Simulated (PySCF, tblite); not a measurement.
**C5H12O2: a rotation path, then NMR shifts on frames, part 1 of 2**

Aim: move C5H12O2 (`COC(C)(C)CO`) away from its starting geometry and see how NMR shifts follow the geometry.

The runs use tblite 0.8.0 and PySCF 2.14.0, with density-fitted response routines of our own; the level of theory stands in each step. All values are computed, except where a source is named. Atoms count from 0, in the outputs and in this text.

### Step 1. The starting structure

19 atoms, charge 0, multiplicity 1; geometry from: GFN2-xTB.

Bonds of the start (Å): C0–O1 1.40, O1–C2 1.43, C2–C3 1.53, C2–C4 1.53, C2–C5 1.54, C5–O6 1.40, C0–H7 1.09, C0–H8 1.09, C0–H9 1.09, C3–H10 1.09, C3–H11 1.09, C3–H12 1.09, C4–H13 1.09, C4–H14 1.09, C4–H15 1.09, C5–H16 1.09, C5–H17 1.10, O6–H18 0.97.

### Step 2. The rotation path with GFN2-xTB

The job: settings as JSON, then the geometry in Å.

```
{"job": {"kind": "neb", "xc": "GFN2-xTB", "basis": "xTB", "atoms": [4, 2, 1, 0], "turn": 120}, "charge": 0, "multiplicity": 1}
C      1.998232    -0.571067    -0.527380
O      1.130408     0.403784    -0.007972
C     -0.272482     0.115818     0.000190
C     -0.607173    -1.099241     0.870118
C     -0.829993    -0.060460    -1.415124
C     -0.870506     1.387870     0.641395
O     -0.308812     1.650311     1.897167
H      1.973328    -1.498894     0.052670
H      1.784265    -0.795425    -1.576648
H      2.995381    -0.138530    -0.456333
H     -0.217708    -0.949666     1.874306
H     -0.188011    -2.011920     0.453953
H     -1.685880    -1.212234     0.929254
H     -1.915410    -0.029129    -1.385590
H     -0.474357     0.741263    -2.058355
H     -0.525615    -1.014590    -1.838796
H     -1.944150     1.266790     0.795839
H     -0.700187     2.234394    -0.039816
H      0.648867     1.590177     1.783662
```

Method: GFN2-xTB climbing-image nudged elastic band, gas phase.

Run with:

```sh
$ OMP_NUM_THREADS=1 python probes_run.py task.json out
```

This one command runs all jobs of the session in turn.

Log:

```text
image   E - E0 / eV
  0       0.0000
  1       0.0069
  2       0.0336
  3       0.0760
  4       0.1001
  5       0.0841
  6       0.0474
  7       0.0285
  8       0.0199
```

Run time: 4.5 s. Hardware: 1 thread of Arm Neoverse N1, shared host.

The final band, with the dihedral C4–C2–O1–C0:

```csv
image,dihedral (°),energy (eV),energy (kcal/mol)
0,-63,0.000,0.0
1,-51,0.007,0.2
2,-37,0.034,0.8
3,-21,0.076,1.8
4,-3,0.100,2.3
5,15,0.084,1.9
6,31,0.047,1.1
7,45,0.028,0.7
8,48,0.020,0.5
```

### Step 3. Nuclear shieldings: image 0, PBE0/pcSseg-1

The job: settings as JSON, then the geometry in Å.

```
{"job": {"kind": "nmr", "xc": "PBE0", "basis": "pcSseg-1", "pop": false}, "charge": 0, "multiplicity": 1}
C      1.998200    -0.571100    -0.527400
O      1.130400     0.403800    -0.008000
C     -0.272500     0.115800     0.000200
C     -0.607200    -1.099200     0.870100
C     -0.830000    -0.060500    -1.415100
C     -0.870500     1.387900     0.641400
O     -0.308800     1.650300     1.897200
H      1.973300    -1.498900     0.052700
H      1.784300    -0.795400    -1.576600
H      2.995400    -0.138500    -0.456300
H     -0.217700    -0.949700     1.874300
H     -0.188000    -2.011900     0.454000
H     -1.685900    -1.212200     0.929300
H     -1.915400    -0.029100    -1.385600
H     -0.474400     0.741300    -2.058400
H     -0.525600    -1.014600    -1.838800
H     -1.944200     1.266800     0.795800
H     -0.700200     2.234400    -0.039800
H      0.648900     1.590200     1.783700
```

With the program's defaults for keys left out, this is: GIAO PBE0/pcSseg-1 NMR shielding, non-relativistic, gas phase.

Log:

```text
coarse grid: 15048 points
cycle   1  E = -347.5604808660  dE =  7.116e-01  |g| = 7.973e-01  |ddm| = 3.566e+00
cycle   2  E = -347.4639725441  dE =  9.651e-02  |g| = 1.098e+00  |ddm| = 1.571e+00
cycle   3  E = -347.6797367116  dE = -2.158e-01  |g| = 1.035e-01  |ddm| = 1.024e+00
cycle   4  E = -347.6816210332  dE = -1.884e-03  |g| = 3.895e-02  |ddm| = 9.745e-02
cycle   5  E = -347.6819503675  dE = -3.293e-04  |g| = 8.411e-03  |ddm| = 3.486e-02
cycle   6  E = -347.6819599491  dE = -9.582e-06  |g| = 3.911e-03  |ddm| = 8.718e-03
cycle   7  E = -347.6819626444  dE = -2.695e-06  |g| = 3.893e-04  |ddm| = 3.064e-03
final grid: 142920 points
cycle   8  E = -347.7471512170  dE = -5.619e-05  |g| = 1.383e-02  |ddm| = 3.799e-02
cycle   9  E = -347.7471164637  dE =  3.475e-05  |g| = 1.961e-02  |ddm| = 2.349e-02
cycle  10  E = -347.7471890896  dE = -7.263e-05  |g| = 1.594e-03  |ddm| = 1.408e-02
cycle  11  E = -347.7471896170  dE = -5.274e-07  |g| = 2.308e-04  |ddm| = 1.565e-03
cycle  12  E = -347.7471896262  dE = -9.225e-09  |g| = 1.112e-04  |ddm| = 3.040e-04
cycle  13  E = -347.7471896283  dE = -2.034e-09  |g| = 3.325e-05  |ddm| = 1.082e-04
cycle  14  E = -347.7471896285  dE = -1.943e-10  |g| = 3.965e-06  |ddm| = 2.690e-05
converged SCF energy = -347.7471896285

GIAO shielding tensors (ppm)
atom      isotropic    diamagn.    paramagn.     s11        s22        s33       span
  0 C      135.487     244.839    -109.353    107.782    114.714    183.964     76.182
  1 O      289.975     400.420    -110.445    230.130    277.109    362.686    132.556
  2 C      108.994     244.411    -135.417     86.179     96.285    144.518     58.339
  3 C      166.738     249.565     -82.827    150.668    161.570    187.976     37.309
  4 C      164.317     249.562     -85.245    140.842    160.858    191.251     50.408
  5 C      110.525     245.149    -134.624     88.716    105.382    137.477     48.761
  6 O      318.231     389.983     -71.752    289.796    307.529    357.369     67.574
  7 H       28.353      30.632      -2.279     23.798     26.661     34.600     10.802
  8 H       28.360      30.578      -2.218     23.838     26.575     34.666     10.828
  9 H       28.041      29.208      -1.167     23.566     25.663     34.893     11.327
 10 H       29.970      31.222      -1.251     25.458     28.813     35.641     10.183
 11 H       30.332      32.092      -1.759     26.158     29.680     35.159      9.001
 12 H       31.039      31.528      -0.489     27.413     28.261     37.442     10.029
 13 H       30.998      31.296      -0.298     27.252     28.735     37.008      9.755
 14 H       30.857      31.397      -0.540     27.203     27.933     37.433     10.230
 15 H       30.180      31.817      -1.637     26.599     28.661     35.281      8.683
 16 H       28.376      30.778      -2.402     24.443     28.590     32.094      7.651
 17 H       27.850      31.076      -3.226     22.758     28.843     31.948      9.191
 18 H       30.043      33.995      -3.952     19.020     30.512     40.598     21.579
```

Run time: 38 s. Hardware: 1 thread of Arm Neoverse N1, shared host; peak memory 0.83 GiB.

Shifts follow as δ = σ(reference) − σ, with reference shieldings (ppm) from runs at the same level and on the same kind of geometry: 1H TMS 31.72, 13C TMS 186.9, 17O H2O 336.1. The references are single molecules in the gas phase, so shifts against H2O, NH3, PH3, H3PO4 or CFCl3 are not on the usual liquid scales and can be off by tens of ppm. Each atom is listed at this fixed geometry, with no averaging over motion; a spectrum would average atoms that exchange fast.

```csv
atoms,environment,σ (ppm),δ (ppm)
C2,fully substituted sp3 carbon bonded to O,109.0,77.9
C5,sp3 CH2 bonded to O,110.5,76.4
C0,methyl carbon bonded to O,135.5,51.4
C4,methyl carbon,164.3,22.6
C3,methyl carbon,166.7,20.2
H17,hydrogen on an sp3 CH2 bonded to O,27.85,3.87
H9,hydrogen on a methyl carbon bonded to O,28.04,3.68
H7,hydrogen on a methyl carbon bonded to O,28.35,3.36
H8,hydrogen on a methyl carbon bonded to O,28.36,3.36
H16,hydrogen on an sp3 CH2 bonded to O,28.38,3.34
H10,hydrogen on a methyl carbon,29.97,1.75
H18,hydrogen on an alcohol oxygen,30.04,1.67
H15,hydrogen on a methyl carbon,30.18,1.54
H11,hydrogen on a methyl carbon,30.33,1.38
H14,hydrogen on a methyl carbon,30.86,0.86
H13,hydrogen on a methyl carbon,31.00,0.72
H12,hydrogen on a methyl carbon,31.04,0.68
O1,ether oxygen,290.0,46.1
O6,alcohol oxygen,318.2,17.8
```

### Step 4. NMR shieldings: image 2, PBE0/pcSseg-1

The job: settings as JSON, then the geometry in Å.

```
{"job": {"kind": "nmr", "xc": "PBE0", "basis": "pcSseg-1", "pop": false}, "charge": 0, "multiplicity": 1}
C      1.997500    -0.473600    -0.678300
O      1.155500     0.267300     0.164200
C     -0.261900     0.060000     0.074900
C     -0.706900    -1.088800     0.986800
C     -0.753600    -0.175600    -1.353300
C     -0.832300     1.391800     0.608000
O     -0.351700     1.691100     1.888600
H      1.879100    -1.554400    -0.552000
H      1.847700    -0.218000    -1.732200
H      3.010300    -0.192900    -0.392700
H     -0.404300    -0.885400     2.011000
H     -0.272000    -2.032600     0.668300
H     -1.789400    -1.176500     0.957100
H     -1.837500    -0.102300    -1.375800
H     -0.344600     0.572900    -2.027400
H     -0.468000    -1.165000    -1.703300
H     -1.919300     1.342300     0.685100
H     -0.563000     2.190700    -0.098500
H      0.604500     1.558200     1.862000
```

Method: GIAO PBE0/pcSseg-1 NMR shielding, non-relativistic, gas phase.

Log:

```text
coarse grid: 15048 points
cycle   1  E = -347.5577632262  dE =  7.146e-01  |g| = 7.997e-01  |ddm| = 3.567e+00
cycle   2  E = -347.4589683386  dE =  9.879e-02  |g| = 1.105e+00  |ddm| = 1.588e+00
cycle   3  E = -347.6777482768  dE = -2.188e-01  |g| = 1.038e-01  |ddm| = 1.041e+00
cycle   4  E = -347.6796477344  dE = -1.899e-03  |g| = 3.927e-02  |ddm| = 9.724e-02
cycle   5  E = -347.6799836145  dE = -3.359e-04  |g| = 8.261e-03  |ddm| = 3.488e-02
cycle   6  E = -347.6799927454  dE = -9.131e-06  |g| = 3.901e-03  |ddm| = 8.416e-03
cycle   7  E = -347.6799954210  dE = -2.676e-06  |g| = 3.707e-04  |ddm| = 3.040e-03
final grid: 142920 points
cycle   8  E = -347.7452655910  dE = -6.683e-05  |g| = 1.393e-02  |ddm| = 4.071e-02
cycle   9  E = -347.7452316688  dE =  3.392e-05  |g| = 1.956e-02  |ddm| = 2.305e-02
cycle  10  E = -347.7453043508  dE = -7.268e-05  |g| = 1.678e-03  |ddm| = 1.394e-02
cycle  11  E = -347.7453049292  dE = -5.784e-07  |g| = 2.472e-04  |ddm| = 1.666e-03
cycle  12  E = -347.7453049405  dE = -1.122e-08  |g| = 1.091e-04  |ddm| = 3.251e-04
cycle  13  E = -347.7453049424  dE = -1.930e-09  |g| = 3.711e-05  |ddm| = 1.104e-04
cycle  14  E = -347.7453049426  dE = -2.395e-10  |g| = 4.045e-06  |ddm| = 2.900e-05
converged SCF energy = -347.7453049426

GIAO shielding tensors (ppm)
atom      isotropic    diamagn.    paramagn.     s11        s22        s33       span
  0 C      134.691     244.340    -109.649    107.609    114.099    182.365     74.756
  1 O      299.358     400.946    -101.588    251.097    284.024    362.954    111.857
  2 C      109.295     244.272    -134.976     86.169     96.157    145.560     59.391
  3 C      166.143     248.559     -82.417    145.088    164.889    188.451     43.364
  4 C      164.414     250.333     -85.919    148.267    158.857    186.118     37.851
  5 C      109.787     245.342    -135.556     89.071    104.700    135.589     46.519
  6 O      318.613     389.843     -71.229    293.136    305.473    357.231     64.095
  7 H       28.412      30.558      -2.146     24.133     26.105     34.997     10.864
  8 H       28.329      30.441      -2.112     23.841     26.462     34.682     10.842
  9 H       28.057      29.090      -1.033     23.584     25.636     34.952     11.367
 10 H       29.870      30.878      -1.008     25.240     28.994     35.375     10.134
 11 H       30.415      31.574      -1.159     26.298     29.473     35.475      9.176
 12 H       31.201      31.380      -0.179     27.320     28.405     37.879     10.558
 13 H       30.968      31.380      -0.412     27.284     28.673     36.946      9.661
 14 H       30.629      31.922      -1.293     27.024     27.896     36.967      9.943
 15 H       30.405      32.029      -1.625     27.127     28.548     35.538      8.412
 16 H       28.419      30.930      -2.510     24.391     28.739     32.127      7.736
 17 H       27.896      31.240      -3.344     22.904     28.987     31.797      8.893
 18 H       30.074      34.041      -3.967     19.188     30.531     40.504     21.316
```

Run time: 37 s. Hardware: 1 thread of Arm Neoverse N1, shared host; peak memory 0.85 GiB.

Key values: δ C2 77.6, C5 77.1, C0 52.2, C4 22.5, H17 3.82, H9 3.66 ppm.

(Continued in part 2 of 2.)
